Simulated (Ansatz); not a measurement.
# RuS (Pm-3m) in Ansatz: reference runs

How does RuS come out in PBE? The cell is run as given.

All numbers are computed with Ansatz 0.2.0; they aren't measurements. Logs are shortened: lines on timing, memory, paths and dates and some standing lists are left out, and cuts for length are marked.

**1. Starting point**

It takes space group Pm-3m (No. 221, cubic). The conventional cell has a = 3.032 Å, b = 3.032 Å, c = 3.032 Å, α = 90.00°, β = 90.00°, γ = 90.00°. Ru (site symmetry m-3m) has 8 S at 2.63 Å as nearest neighbours. S (site symmetry m-3m) is surrounded by 8 Ru at 2.63 Å.

The cell comes from a database or a generator and needn't be the stable form of this composition.

**2. Single point, PBE**

Contents of input.yaml:

```yaml
crystal:
  lattice:
    - [3.03190283, 0.0, 0.0]
    - [0.0, 3.03190283, 0.0]
    - [0.0, 0.0, 3.03190283]
  atoms:
    - { symbol: Ru, position: [0.0, 0.0, 0.0] }
    - { symbol: S, position: [0.5, 0.5, 0.5] }
kpoints:
  mp_grid: { grid: [9, 9, 9] }
scf:
  occupations: { method: fermi_dirac, width: 0.05 }
hamiltonian:
  xc: pbe
  pseudopotentials: { kind: all_electron, lapw: { basis_error: 0.001 } }
output:
  forces: true
  stress: true
  eigenvalues: true
  populations: true
```

Potentials or basis: all-electron LAPW, scalar-relativistic.

On the command line:

```sh
$ ansatz run input.yaml --threads 1 --pin off --max-ram 3072MiB --backend cpu --events-out ev --progress --plain --runs-dir out
```

Output:

```text
Warning: RAYON_NUM_THREADS=1 ignored (pool sized by the plan → 1); use --threads N
Ru: projections on atomic orbitals take those of the free atom 1s2 2s2 2p6 3s2 3p6 3d10 4s2 4p6 4d7 5s1, of charge +0.00 (hamiltonian.pseudopotentials.projection_atoms)
S: projections on atomic orbitals take those of the free atom 1s2 2s2 2p6 3s2 3p4, of charge +0.00 (hamiltonian.pseudopotentials.projection_atoms)
LAPW: plane waves up to 7.645 Å⁻¹, error target 1.0e-3 eV per atom; small_component_spin mean_spin; S in spheres of 1.153 Å, 14 of its electrons in bands, Dirac shells []; Ru in spheres of 1.473 Å, 26 of its electrons in bands, Dirac shells [] (how accurate: hamiltonian.pseudopotentials.lapw.basis_error, Limitations)
Engine: ansatz 0.2.0, aarch64-unknown-linux-gnu
Pseudopotentials: kind: all_electron
Pseudopotential: Ru, LAPW, valence charge 26, lapw/all_electron/scalar/gaussian/Ru, Koelling and Harmon's equation, gaussian nucleus
Pseudopotential: S, LAPW, valence charge 14, lapw/all_electron/scalar/gaussian/S, Koelling and Harmon's equation, gaussian nucleus
Functional definition: PBE
  parameter kappa = 0.804
  parameter beta = 0.06672455060314922
  exchange = pbe_x(kappa = kappa, mu = beta*pi^2/3)
  correlation = pbe_c(beta = beta)
Crystal: 2 atoms, lattice volume = 27.871 Å³
Basis set: ecut = 222.70637429521244 eV, 203 PW (Γ), exchange–correlation at level 2
Bands: 24, of which v1, the nominal top of the filled ones, is band 20 counted from 1 (19 counted from 0)
Symmetry: 48 space group operations
Space group: Pm-3m (ITA 221), of the structure as read, at distance tolerance 3.0e-5 Å
k-points: 35 of 729
Non-local potential: Ru, projectors of the file, none
Non-local potential: S, projectors of the file, none
Initial density: superposition of atomic densities (chi_scale 0.1, normalization cell, long waves kept (reshape's long-wave potential 0.00 eV rms))
Initial wavefunctions: plane waves of lowest kinetic energy (no species holds an atomic orbital)
Functional: x = pbe(κ = 0.804, μ = 0.2195149727645171), c = pbe(β = 0.06672455060314922)
iter 1 solved again at ethr=1.19e-3 eV; its pass at ethr=1.00e-1 eV (dr2=4.75e-1 eV) is discarded
SCF iter   1: F=—  HF=-134157.875017 eV  |F-HF|=—  |Δ(HF+E_count)|=         —  Δρ=3.51e-2  dr2=4.76e-1  ethr=1.19e-3  ⟨swp⟩=2.2  Hψ=5491  notcnv=0
preconditioner: auto → none  [metal: Δε(μ)=0.091 eV  Ē_g=9.084 eV  σ=0.050 eV  W_gap=0.40  n_scr=6 (ndim 8)  ℏωp=26.3 eV  f_vac=0.000  D(μ)=1.23/eV (n_scr^D=6)  sad-step TF]
SCF iter   2: F=—  HF=-134157.786247 eV  |F-HF|=—  |Δ(HF+E_count)|=   8.88e-2  Δρ=3.66e-2  dr2=6.13e-1  ethr=1.19e-3  ⟨swp⟩=3.0  Hψ=2531  notcnv=0
iter 3 solved again at ethr=1.84e-5 eV; its pass at ethr=1.19e-3 eV (dr2=7.37e-3 eV) is discarded
SCF iter   3: F=—  HF=-134157.401180 eV  |F-HF|=—  |Δ(HF+E_count)|=   3.85e-1  Δρ=6.92e-3  dr2=7.41e-3  ethr=1.84e-5  ⟨swp⟩=2.0  Hψ=4212  notcnv=0
SCF iter   4: F=—  HF=-134157.400044 eV  |F-HF|=—  |Δ(HF+E_count)|=         —  Δρ=3.33e-3  dr2=4.64e-3  ethr=1.84e-5  ⟨swp⟩=2.1  Hψ=2528  notcnv=0
the basis was enlarged: its passes take 170.4 KiB over the memory plan, 1 of 1 planned eigensolver slots
SCF iter   5: F=—  HF=-134157.397755 eV  |F-HF|=—  |Δ(HF+E_count)|=   2.29e-3  Δρ=1.16e-3  dr2=5.95e-4  ethr=1.16e-5  ⟨swp⟩=2.0  Hψ=2502  notcnv=0
SCF iter   6: F=—  HF=-134157.397464 eV  |F-HF|=—  |Δ(HF+E_count)|=   2.92e-4  Δρ=1.77e-4  dr2=1.32e-5  ethr=1.49e-6  ⟨swp⟩=2.0  Hψ=2504  notcnv=0
SCF iter   7: F=-134157.397459 eV  HF=-134157.397459 eV  |F-HF|=5.70e-8  |Δ(HF+E_count)|=   4.02e-6  Δρ=8.48e-6  dr2=3.09e-8  ethr=3.30e-8  ⟨swp⟩=2.0  Hψ=2504  notcnv=0
SCF 1 converged in 7 iterations: F = -134157.397459 eV  dr2 = 3.09e-8
SCF converged after 7 iterations
Free energy (F): -134157.397459 eV
Harris-Foulkes:  -134157.397459 eV  (|F-HF|=5.70e-8)
Internal energy: -134157.382876 eV  (E = F + TS)
E sigma→0 (E₀):  -134157.390168 eV
Entropy (-TS):   -0.014584 eV (-7.292 meV/atom)
Fermi energy:    19.220067 eV
--- Per-component energies (eV) ---
  E_band       = -3730.228866
  E_kinetic    = 139115.930788
  E_xc         = -4339.602113
  E_electrostatic = -268933.711550  (all electrons and nuclei)
  E_smearing   = -0.014584  (= −TS)
  E_closure    = 0.000000  (closes the sum)
  E_atoms      = -134144.526331  (free atoms, spherical and without spin; not in F)
  Σ components = -134157.397459   (vs F -134157.397459, Δ=0.00e0)
  Basis errors (estimates in eV, not in F): energy 3.4e-4 per atom: plane waves 3.1e-4 (1.6e-4 summed), levels above the bands 4.9e-39, relativity 7.3e-8, radial functions 3.4e-5, core shells 5.5e-8; eigenvalues (radial functions only) 1.5e-6; not estimated: angular momenta, meshes, grids; target (lapw.basis_error) 1.0e-3; muffin-tin radii S 1.153 Å, Ru 1.473 Å
--- Forces (eV/Å), atoms counted from 1 ---
  atom   1  Ru    -0.00000000    -0.00000000    -0.00000000
  atom   2  S      0.00000000    -0.00000000     0.00000000
  max |Σ_I F_I| component: 3.94e-31 eV/Å
--- Stress (GPa, compression-positive) ---
       -7.939909      -0.000000       0.000000
       -0.000000      -7.939909       0.000000
        0.000000       0.000000      -7.939909
  P = ⅓ Tr σ = -7.9399 GPa (-79.399 kbar)
--- Band table (eV; the first three rows and the last of 35) ---
  k-point 0: bands = ["-250.4349", "-250.4349", "-250.4237", "-250.4237", "-250.4237", "-188.1142", "-132.9138", "-132.9138", "-132.9138", "-53.6709", "-23.6077", "-23.6077", "-23.6077", "2.8939", "14.9442", "14.9442", "17.1253", "17.1253", "17.1253", "18.3614", "18.3614", "18.3614", "22.6698", "27.7921"]
  k-point 1: bands = ["-250.4349", "-250.4349", "-250.4237", "-250.4237", "-250.4237", "-188.1142", "-132.9138", "-132.9138", "-132.9138", "-53.6694", "-23.6288", "-23.6059", "-23.6059", "3.0506", "14.4860", "15.0251", "16.6083", "16.6083", "17.0192", "18.3939", "18.9812", "18.9812", "23.3413", "27.3998"]
  k-point 2: bands = ["-250.4349", "-250.4349", "-250.4237", "-250.4237", "-250.4237", "-188.1142", "-132.9138", "-132.9138", "-132.9138", "-53.6657", "-23.6818", "-23.6012", "-23.6012", "3.4901", "13.0986", "15.2417", "15.8882", "15.8882", "17.5039", "18.4778", "20.0132", "20.0132", "24.3743", "26.4839"]
  k-point 34: bands = ["-250.4349", "-250.4349", "-250.4237", "-250.4237", "-250.4237", "-188.1142", "-132.9138", "-132.9138", "-132.9138", "-53.6346", "-23.7374", "-23.7368", "-23.7368", "6.7861", "11.6284", "11.6284", "11.9716", "19.3062", "19.3062", "20.2146", "21.4521", "21.4521", "23.1458", "23.1458"]
--- Löwdin populations: 2 sites ---
  site symbol       q [e]
     0     Ru     43.7826
     1      S     16.0230
  spilling = 0.003240 (of n_electrons = 60.000000)
```

It took 7 s on 1 thread of Arm Neoverse V1, shared host; peak memory 0.27 GiB.

Results:

```
Free energy            : -134157.3975 eV
Pressure               : -7.9 GPa
Band gap on the k mesh : none (metal or under the smearing width)
```
